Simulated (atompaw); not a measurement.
# A PAW (atompaw) potential for Mo, from input to tests

Aim: build the potential from the settings below, then test how well it stands in for the atom: scattering, ghost states and the plane-wave cutoff that it needs.

Program: atompaw 4.2.0.5. Reference atom: LDA (PW92), scalar-relativistic, spherical and spin-unpolarised. All values are calculated.

### Step 1. Settings

Typed settings, in words:

```json
{
 "element": "molybdenum (Mo, Z = 42)",
 "type": "PAW",
 "frozen core": "[Ar] 3d10",
 "valence charge": "14",
 "reference configuration": "4s2 4p6 4d5 5s0.5 5p0 (charge +0.5)",
 "partial waves": "4s (bound): rc 1.30 bohr; 5s (bound): rc 2.25 bohr; 4p (bound): rc 1.80 bohr; 5p (bound, empty): rc 2.25 bohr; 4d (bound): rc 2.25 bohr; 4d channel at 2.15 Ry: rc 2.25 bohr",
 "local potential": "bessel scheme, radius 1.85 bohr",
 "core correction": "smooth core density matched at 1.20 bohr",
 "augmentation charge": "besselshape compensation charge, radius 1.65 bohr; PAW radius 2.25 bohr; waves and projectors: modrrkj vanderbiltortho"
}
```

### Step 2. The generation run

Contents of Mo.input:

```
Mo 42
LDA-PW scalarrelativistic loggrid 1500 logderivrange -7 5 301
5 5 4 0 0 0
5 0 0.5
5 1 0
4 2 5
0 0 0
c
c
c
v
v
c
c
v
v
c
v
2
2.25 1.65 1.85 1.20
n
n
y
2.15
n
modrrkj vanderbiltortho besselshape
bessel
1.30
2.25
1.80
2.25
2.25
2.25
PWSCFOUT
UPFDX 0.0125d0 UPFXMIN -7.d0 UPFZMESH 42.d0
END
```

Started as:

```sh
$ atompaw < Mo.input > Mo.log
```

Before running it: what results should come out? Wanted: cutoffs for 10 and 1 mRy, occupied levels; bound ghosts; largest phase difference near zero energy, channels read; lowest eigenvalue of the overlap; share of valence orbitals outside the PAW sphere; UPF file.

As calculated:

```
                                                quantity                                      value
               cutoffs for 10 and 1 mRy, occupied levels                            30 Ry and 55 Ry
                                            bound ghosts                                 none found
largest phase difference near zero energy, channels read                                  0.135 rad
         lowest eigenvalue of the overlap (Bessel basis)                                  0.715 (s)
        share of valence orbitals outside the PAW sphere  4s 1 %, 5s 84 %, 4p 3 %, 5p 95 %, 4d 29 %
                                                UPF file                                    written
```

The potential is soft on the atom at that tolerance: the looser tolerance needs 30 Ry. The Bessel-basis test finds no level below the valence levels. Near zero energy the largest phase difference among the channels read is 0.14 rad, in the d channel.
